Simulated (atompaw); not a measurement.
# Ta: the cost of one run

Program: atompaw 4.2.0.5. Reference atom: PBEsol, scalar-relativistic, spherical and spin-unpolarised. All values are calculated.

**1. The atom and the settings**

Typed settings, in words:

- element: tantalum (Ta, Z = 73)
- type: PAW
- frozen core: [Kr] 4d10
- valence charge: 27
- reference configuration: 4f14 5s2 5p6 5d4 6s1 6p0
- partial waves: 5s (bound): rc 1.75 bohr; 6s (bound): rc 1.70 bohr; 5p (bound): rc 1.40 bohr; 6p (bound, empty): rc 2.15 bohr; 5d (bound): rc 2.15 bohr; 5d channel at 2.3 Ry: rc 2.15 bohr; 4f (bound): rc 1.20 bohr; 4f channel at 2.85 Ry: rc 1.20 bohr
- local potential: bessel scheme, radius 1.75 bohr
- core correction: smooth core density matched at 1.65 bohr
- augmentation charge: sinc compensation charge, radius 1.60 bohr; PAW radius 2.15 bohr; waves and projectors: custom polynom gramschmidtortho

**2. Generating the potential**

Ta.input

```
Ta 73
GGA-PBESOL scalarrelativistic loggrid 2001 logderivrange -7 5 301
6 6 5 4 0 0
6 0 1
6 1 0
5 2 4
0 0 0
c
c
c
c
v
v
c
c
c
v
v
c
c
v
v
3
2.15 1.60 1.75 1.65
n
n
y
2.3
n
y
2.85
n
custom polynom gramschmidtortho sinc
bessel
1.75
1.70
1.40
2.15
2.15
2.15
1.20
1.20
PWSCFOUT
UPFDX 0.0125d0 UPFXMIN -7.d0 UPFZMESH 73.d0
END
```

On the command line:

```console
atompaw < Ta.input > Ta.log
```

**Question.** How long does this run take on 1 thread of AMD EPYC 7R43, shared host?

About 24 s.
